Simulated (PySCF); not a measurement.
**[Tl(CN)]2+: forces at shaken geometries**

Aim: move all atoms of relaxed [Tl(CN)]2+ at random and read energies and forces. It is a constructed species; whether it can be made isn't addressed.

The runs use PySCF 2.14.0; PBE, Tl def2-SVP with ECP60, C def2-SVP, N def2-SVP; scalar-relativistic core potentials, no spin–orbit coupling.

2 further runs of the same task are left out: 1 for a known fault of the program, 1 that didn't finish.

## (1) The system as given

3 atoms, charge 2, spin multiplicity 1.

Bond lengths: Tl1–C2 2.259 Å, C2–N3 1.183 Å. Angles: Tl1–C2–N3 180.0°.

As a file:

```xyz
3
charge 2, multiplicity 1
Tl    0.0000    0.0000   -0.3442
C     0.0000    0.0000    1.9148
N     0.0000    0.0000    3.0976
```

Formal oxidation states: Tl +3. An earlier session relaxed this geometry at PBE, Tl def2-SVP with ECP60, C def2-SVP, N def2-SVP (singlet, point group C∞v).

Its energy there is -264.231451 Eh.

## (2) Atoms moved at random, σ = 0.15 Å

The input, run.py (the lines that set the calculation):

```python
mol = gto.M(atom='''
Tl    -0.03169    -0.07291    -0.30733
C      0.00994     0.13462     1.92868
N      0.02175    -0.06172     3.04687''',
    basis={'Tl': 'def2-SVP', 'C': 'def2-SVP', 'N': 'def2-SVP'},
    ecp={'Tl': 'def2-SVP'},
    charge=2, spin=0)
mf = dft.RKS(mol, xc='PBE')
mf.grids.atom_grid = (50, 194)
mf = mf.density_fit()  # fitting sets: Tl def2-universal-JKFIT, C def2-universal-JKFIT, N def2-universal-JKFIT
mf.conv_tol = 1e-08; mf.max_cycle = 55
mf.kernel(dm0)  # dm0: the density of the relaxed state
```

The run is started by

```bash
$ OMP_NUM_THREADS=2 python run.py
```

Output:

```text
init E= -264.260286992226
  HOMO = -0.792077253251354  LUMO = -0.754720042765483  gap/eV = 1.01654
cycle= 1 E= -264.224495412536  delta_E= 0.0358  |g|= 0.0562  |ddm|= 0.372
  HOMO = -0.795908412102667  LUMO = -0.762054824331228  gap/eV = 0.92120
cycle= 2 E= -264.159044101843  delta_E= 0.0655  |g|= 0.502  |ddm|= 0.633
  HOMO = -0.80465403039753  LUMO = -0.764219109427325  gap/eV = 1.10029
cycle= 3 E= -264.223743707769  delta_E= -0.0647  |g|= 0.0587  |ddm|= 0.715
  HOMO = -0.798816242168956  LUMO = -0.762672931024394  gap/eV = 0.98351
cycle= 4 E= -264.224213748818  delta_E= -0.00047  |g|= 0.05  |ddm|= 0.253
  HOMO = -0.802357326153981  LUMO = -0.763985825374697  gap/eV = 1.04414
cycle= 5 E= -264.225298742575  delta_E= -0.00108  |g|= 0.00682  |ddm|= 0.105
  HOMO = -0.802162983350509  LUMO = -0.763893679561393  gap/eV = 1.04136
cycle= 6 E= -264.225309919519  delta_E= -1.12e-05  |g|= 0.00249  |ddm|= 0.00844
  HOMO = -0.802201179991184  LUMO = -0.763912269608683  gap/eV = 1.04189
cycle= 7 E= -264.225311848751  delta_E= -1.93e-06  |g|= 0.000366  |ddm|= 0.00354
  HOMO = -0.802211875096478  LUMO = -0.763912433441085  gap/eV = 1.04218
cycle= 8 E= -264.225311889754  delta_E= -4.1e-08  |g|= 2.67e-05  |ddm|= 0.000527
  HOMO = -0.802210149561649  LUMO = -0.763910397207249  gap/eV = 1.04219
cycle= 9 E= -264.225311889905  delta_E= -1.51e-10  |g|= 2.11e-05  |ddm|= 9.3e-05
  HOMO = -0.802204951998825  LUMO = -0.763910313283384  gap/eV = 1.04205
Extra cycle  E= -264.225311874705  delta_E= 1.52e-08  |g|= 0.000229  |ddm|= 0.000359
converged SCF energy = -264.225311874705
```

Wall time 1 s (2 threads of Arm Neoverse V1, shared host).

Read off: E = -264.225312 Eh (+0.167 eV from the relaxed state), HOMO -21.83 eV, LUMO -20.79 eV, Mulliken charge on Tl1 +1.50 e, largest force component 5.931 eV/Å. 

| atom | Fx | Fy | Fz (eV/Å) |
| --- | --- | --- | --- |
| Tl1 | -0.001 | 0.103 | -0.078 |
| C2 | -0.069 | 0.716 | -5.853 |
| N3 | 0.069 | -0.820 | 5.931 |

## (3) Atoms moved at random, σ = 0.1 Å

Changes to run.py (the lines that set the calculation) since step 2:

```diff
@@ -1,5 +1,5 @@
 mol = gto.M(atom='''
-Tl    -0.03169    -0.07291    -0.30733
-C      0.00994     0.13462     1.92868
-N      0.02175    -0.06172     3.04687''',
+Tl    -0.00526    -0.03630    -0.30491
+C      0.05464    -0.12418     1.78466
+N     -0.04938     0.16048     3.18846''',
     basis={'Tl': 'def2-SVP', 'C': 'def2-SVP', 'N': 'def2-SVP'},
```

The run is started by

```bash
$ OMP_NUM_THREADS=2 python run.py
```

Output:

```text
init E= -263.769283399297
  HOMO = -0.953906773599716  LUMO = -0.854942613915094  gap/eV = 2.69295
cycle= 1 E= -263.84795638375  delta_E= -0.0787  |g|= 0.951  |ddm|=  1.6
  HOMO = -0.688665003038372  LUMO = -0.581700909022088  gap/eV = 2.91064
cycle= 2 E= -257.93291139196  delta_E= 5.92  |g|= 2.91  |ddm|= 4.81
  HOMO = -0.751974371881189  LUMO = -0.733538114873285  gap/eV = 0.50168
cycle= 3 E= -263.844718764216  delta_E= -5.91  |g|= 1.12  |ddm|=  3.9
cycle= 4 E= -263.740260535766  delta_E= 0.104  |g|= 0.772  |ddm|= 2.59
  HOMO = -0.757274530814999  LUMO = -0.734354626368468  gap/eV = 0.62368
cycle= 5 E= -264.137382881215  delta_E= -0.397  |g|= 0.223  |ddm|= 2.72
cycle= 6 E= -263.850268634471  delta_E= 0.287  |g|= 0.526  |ddm|= 2.73
  HOMO = -0.758450621177173  LUMO = -0.753918251366235  gap/eV = 0.12333
cycle= 7 E= -264.150892599591  delta_E= -0.301  |g|= 0.114  |ddm|= 2.62
cycle= 8 E= -264.07783441866  delta_E= 0.0731  |g|= 0.312  |ddm|= 1.83
cycle= 9 E= -264.135865234161  delta_E= -0.058  |g|= 0.141  |ddm|= 0.801
cycle= 10 E= -264.146577779618  delta_E= -0.0107  |g|= 0.0947  |ddm|= 1.65
  HOMO = -0.754393255779559  LUMO = -0.750857980900021  gap/eV = 0.09620
cycle= 11 E= -264.152807071158  delta_E= -0.00623  |g|= 0.0548  |ddm|= 0.881
  HOMO = -0.755230411373022  LUMO = -0.750396734040162  gap/eV = 0.13153
cycle= 12 E= -264.152678642177  delta_E= 0.000128  |g|= 0.0537  |ddm|= 0.309
  HOMO = -0.754711013068625  LUMO = -0.750562651497933  gap/eV = 0.11288
cycle= 13 E= -264.15323747729  delta_E= -0.000559  |g|= 0.0467  |ddm|= 0.257
...
cycle= 8 E= -264.154009043529  delta_E= -0.000252  |g|= 0.00681  |ddm|= 0.0353
  HOMO = -0.752319018820328  LUMO = -0.651578136422597  gap/eV = 2.74130
cycle= 9 E= -264.154036390874  delta_E= -2.73e-05  |g|= 0.00147  |ddm|= 0.0146
  HOMO = -0.752173081237688  LUMO = -0.651555730280064  gap/eV = 2.73794
cycle= 10 E= -264.154038440842  delta_E= -2.05e-06  |g|= 0.000469  |ddm|= 0.00432
  HOMO = -0.752121415148815  LUMO = -0.651553863478741  gap/eV = 2.73658
cycle= 11 E= -264.154038672002  delta_E= -2.31e-07  |g|= 0.000291  |ddm|= 0.00141
  HOMO = -0.752117570334254  LUMO = -0.651554324204117  gap/eV = 2.73647
cycle= 12 E= -264.154038733494  delta_E= -6.15e-08  |g|= 0.000238  |ddm|= 0.000764
  HOMO = -0.752124380492526  LUMO = -0.651551794507494  gap/eV = 2.73672
cycle= 13 E= -264.154038770203  delta_E= -3.67e-08  |g|= 0.000107  |ddm|= 0.000542
  HOMO = -0.75212612213639  LUMO = -0.651551751478124  gap/eV = 2.73677
cycle= 14 E= -264.154038786066  delta_E= -1.59e-08  |g|= 5.22e-05  |ddm|= 0.000396
  HOMO = -0.752128884304243  LUMO = -0.651550459520054  gap/eV = 2.73688
cycle= 15 E= -264.15403879103  delta_E= -4.96e-09  |g|= 7.24e-05  |ddm|= 0.000223
Extra cycle  E= -264.154002068457  delta_E= 3.67e-05  |g|= 0.00656  |ddm|= 0.0583
SCF not converged.
  HOMO = -0.753490731963967  LUMO = -0.751276563301063  gap/eV = 0.06025
macro= 0  E= -264.154038816304  delta_E= -3.67478e-05  |g|= 6.73102e-05  3 KF 10 JK
macro= 1  E= -264.154038816367  delta_E= -6.32667e-11  |g|= 1.91192e-05  1 KF 2 JK
macro X = 2  E=-264.154038816367  |g|= 1.91192e-05  total 5 KF 15 JK
converged SCF energy = -264.154038816367
```

It took 5.7 s on 2 threads of Arm Neoverse V1, shared host.

It gives: E = -264.154039 Eh (+2.106 eV from the relaxed state), HOMO -20.47 eV, LUMO -20.45 eV, Mulliken charge on Tl1 +1.44 e, largest force component 12.627 eV/Å. The gap is small, and the closed shell wasn't tested for a lower spin-broken solution.

```
atom      Fx      Fy  Fz (eV/Å)
 Tl1  -0.035   0.044     -1.303
  C2  -0.815   2.276     12.627
  N3   0.850  -2.320    -11.324
```

## (4) Atoms moved at random, σ = 0.06 Å

Changes to run.py (the lines that set the calculation) since step 3:

```diff
@@ -1,5 +1,5 @@
 mol = gto.M(atom='''
-Tl    -0.00526    -0.03630    -0.30491
-C      0.05464    -0.12418     1.78466
-N     -0.04938     0.16048     3.18846''',
+Tl     0.02253     0.02259    -0.28571
+C     -0.03163     0.02777     1.94862
+N      0.00910    -0.05037     3.00530''',
     basis={'Tl': 'def2-SVP', 'C': 'def2-SVP', 'N': 'def2-SVP'},
```

The run is started by

```bash
$ OMP_NUM_THREADS=2 python run.py
```

Output:

```text
init E= -264.412581061207
  HOMO = -0.728921106419539  LUMO = -0.698204332917907  gap/eV = 0.83585
cycle= 1 E= -264.080756721092  delta_E= 0.332  |g|= 0.559  |ddm|= 0.937
  HOMO = -0.914428932343492  LUMO = -0.706891833670451  gap/eV = 5.64737
cycle= 2 E= -263.320883771426  delta_E= 0.76  |g|= 1.73  |ddm|= 2.86
  HOMO = -0.869593644662966  LUMO = -0.75608323825794  gap/eV = 3.08878
cycle= 3 E= -264.047711051592  delta_E= -0.727  |g|= 0.54  |ddm|= 1.09
  HOMO = -0.79621159885982  LUMO = -0.752812182061243  gap/eV = 1.18096
cycle= 4 E= -264.11725357507  delta_E= -0.0695  |g|= 0.413  |ddm|= 2.17
  HOMO = -0.804924317535733  LUMO = -0.760745478661597  gap/eV = 1.20217
cycle= 5 E= -264.171405624371  delta_E= -0.0542  |g|= 0.25  |ddm|= 0.53
  HOMO = -0.80861673171763  LUMO = -0.760665686538351  gap/eV = 1.30481
cycle= 6 E= -264.190636637006  delta_E= -0.0192  |g|= 0.0602  |ddm|= 0.319
  HOMO = -0.810592515197598  LUMO = -0.764954980351357  gap/eV = 1.24186
cycle= 7 E= -264.189721855013  delta_E= 0.000915  |g|= 0.0884  |ddm|= 0.0887
  HOMO = -0.811211052731409  LUMO = -0.764435748341793  gap/eV = 1.27282
cycle= 8 E= -264.191760114766  delta_E= -0.00204  |g|= 0.0392  |ddm|= 0.0823
  HOMO = -0.812149097287812  LUMO = -0.764773068777457  gap/eV = 1.28917
cycle= 9 E= -264.192216010038  delta_E= -0.000456  |g|= 0.0118  |ddm|= 0.0449
  HOMO = -0.812409791474745  LUMO = -0.764786599937334  gap/eV = 1.29589
cycle= 10 E= -264.192261044534  delta_E= -4.5e-05  |g|= 0.00222  |ddm|= 0.0166
  HOMO = -0.812448779619233  LUMO = -0.764769766586888  gap/eV = 1.29741
cycle= 11 E= -264.19226269798  delta_E= -1.65e-06  |g|= 0.000241  |ddm|= 0.00441
  HOMO = -0.812439088553866  LUMO = -0.764766621798405  gap/eV = 1.29723
cycle= 12 E= -264.192262722628  delta_E= -2.46e-08  |g|= 9.18e-06  |ddm|= 0.000524
  HOMO = -0.812440449404375  LUMO = -0.764767629642355  gap/eV = 1.29724
cycle= 13 E= -264.192262722647  delta_E= -1.88e-11  |g|= 1.6e-06  |ddm|= 1.4e-05
  HOMO = -0.812439838376321  LUMO = -0.764767318015762  gap/eV = 1.29724
Extra cycle  E= -264.192262722598  delta_E= 4.92e-11  |g|= 1.24e-05  |ddm|= 2.22e-05
converged SCF energy = -264.192262722598
```

It took 1.2 s on 2 threads of Arm Neoverse V1, shared host.

It gives: E = -264.192263 Eh (+1.066 eV from the relaxed state), HOMO -22.11 eV, LUMO -20.81 eV, Mulliken charge on Tl1 +1.51 e, largest force component 19.762 eV/Å. 

```csv
atom,Fx,Fy,Fz (eV/Å)
Tl1,-0.026,0.034,-0.078
C2,-0.676,1.354,-19.683
N3,0.701,-1.389,19.762
```

## (5) The displacements side by side

| σ (Å) | energy rise (eV) | harmonic estimate −½ F·u (eV) | largest force component (eV/Å) |
| --- | --- | --- | --- |
| 0.15 | 0.167 | 0.122 | 5.93 |
| 0.1 | 2.106 | 1.733 | 12.63 |
| 0.06 | 1.066 | 1.180 | 19.76 |

Every displacement raises the energy. For a harmonic well the rise equals −½ F·u; the two differ by at most 27 % here (a move with σ = 0.15 Å), from anharmonicity, the grid and the small forces left at the relaxed point. These are double-zeta-type bases without diffuse functions. Spin–orbit coupling is left out.
